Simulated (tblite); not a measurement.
# C5H10N2Si: the cost of one run

Computed with tblite 0.8.0 and PySCF 2.14.0, with density-fitted response routines of our own, on a single molecule in the gas phase. Atoms are numbered from 0 throughout.

**1. The starting structure**

18 atoms, charge 0, multiplicity 1; geometry from: force field or distance geometry start.

Bonds of the start (Å): C0–C1 1.21, C1–C2 1.48, C2–C3 1.50, C2–C4 1.52, C4–N5 1.29, C2–N6 1.41, N6–Si7 1.76, C0–H8 1.07, C3–H9 1.08, C3–H10 1.11, C3–H11 1.13, C4–H12 1.09, N5–H13 1.04, N6–H14 1.02, Si7–H15 1.49, Si7–H16 1.45, Si7–H17 1.47.

**2. Optimising the geometry with GFN2-xTB**

What the job is given:

```
{"job": {"kind": "relax", "xc": "GFN2-xTB", "basis": "xTB"}, "charge": 0, "multiplicity": 1}
C     -2.196500    -2.231400    -0.058900
C     -1.378300    -1.345800    -0.034400
C     -0.332000    -0.295000     0.017300
C      0.010100     0.027300    -1.405300
C     -0.966100     0.953000     0.597100
N     -0.672800     2.119800     0.143900
N      0.704300    -0.772700     0.847400
Si     2.095200     0.284400     1.094900
H     -2.945200    -2.993400    -0.082400
H      0.839700    -0.529700    -1.826000
H      0.174000     1.128400    -1.443800
H     -0.936000    -0.129400    -1.998300
H     -1.685300     0.829900     1.409200
H     -1.091400     2.989500     0.537300
H      0.949100    -1.755100     0.699000
H      2.667100    -0.063700     2.430100
H      3.170900     0.126000     0.134200
H      1.584300     1.664200     1.132500
```

Started as:

```console
$ OMP_NUM_THREADS=1 python probes_run.py task.json out
```

One launch serves the whole session: the jobs run in the order shown.

**Question.** How long does this first job take on 1 thread of Intel Xeon at 2.50GHz, shared host?

About 3 s.
